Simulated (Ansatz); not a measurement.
# BrCl2H2NSn: the cost of one run

Program: Ansatz 0.2.0. Level of theory: RKS PBE-D4/def2-SVP. These are calculated values, not measurements.

## 1. The system as given

Bond lengths: Sn1–Br2 3.026 Å, Sn1–N3 2.063 Å, Sn1–Cl5 2.349 Å, Sn1–Cl6 2.312 Å, N3–H7 1.018 Å. Angles: Br2–Sn1–N3 73.7°, Br2–Sn1–Cl5 125.4°, Br2–Sn1–Cl6 107.1°, N3–Sn1–Cl5 121.9°, N3–Sn1–Cl6 116.9°, Cl5–Sn1–Cl6 108.2°, Sn1–N3–H7 114.2°.

Coordinates:

```xyz
7

Sn    0.0932    0.4574    0.6800
Br    1.6685   -1.8973   -0.3825
N    -0.9602   -0.2617   -0.9414
H    -0.0318   -1.1931   -1.1591
Cl    0.8614    2.6752    0.7784
Cl   -0.6807   -0.1343    2.7767
H    -0.9505    0.3539   -1.7521
```

## 2. A restrained relaxation towards end A

Springs on the bonds that form and break draw the guess towards this end; the thresholds are loose.

input.yaml

```yaml
crystal:
  periodic: [false, false, false]
  atoms:
    - { symbol: Sn, position_ang: [0.0932, 0.4574, 0.68] }
    - { symbol: Br, position_ang: [1.6685, -1.8973, -0.3825] }
    - { symbol: "N", position_ang: [-0.9602, -0.2617, -0.9414] }
    - { symbol: H, position_ang: [-0.0318, -1.1931, -1.1591] }
    - { symbol: Cl, position_ang: [0.8614, 2.6752, 0.7784] }
    - { symbol: Cl, position_ang: [-0.6807, -0.1343, 2.7767] }
    - { symbol: H, position_ang: [-0.9505, 0.3539, -1.7521] }
basis:
  gaussian: { orbitals: def2-SVP }
hamiltonian:
  xc: pbe
  dispersion: d4
relax:
  f_tol: 0.15
  max_steps: 25
  restrain:
    - { distance: [3, 1], at: 2.81, k: 30.0 }
    - { distance: [0, 1], at: 2.59, k: 30.0 }
    - { distance: [3, 2], at: 1.02, k: 30.0 }
output:
  orbitals: {}
```

Started as:

```console
$ ansatz run input.yaml --threads 2 --pin off --max-ram 3072MiB --backend cpu --events-out ev --progress --plain --runs-dir out
```

What time and memory should one allow on 2 threads of Intel Xeon Platinum 8259CL at 2.50GHz (Skylake/Cascade Lake), shared host?

About 22 s, with a peak of 0.2 GiB.
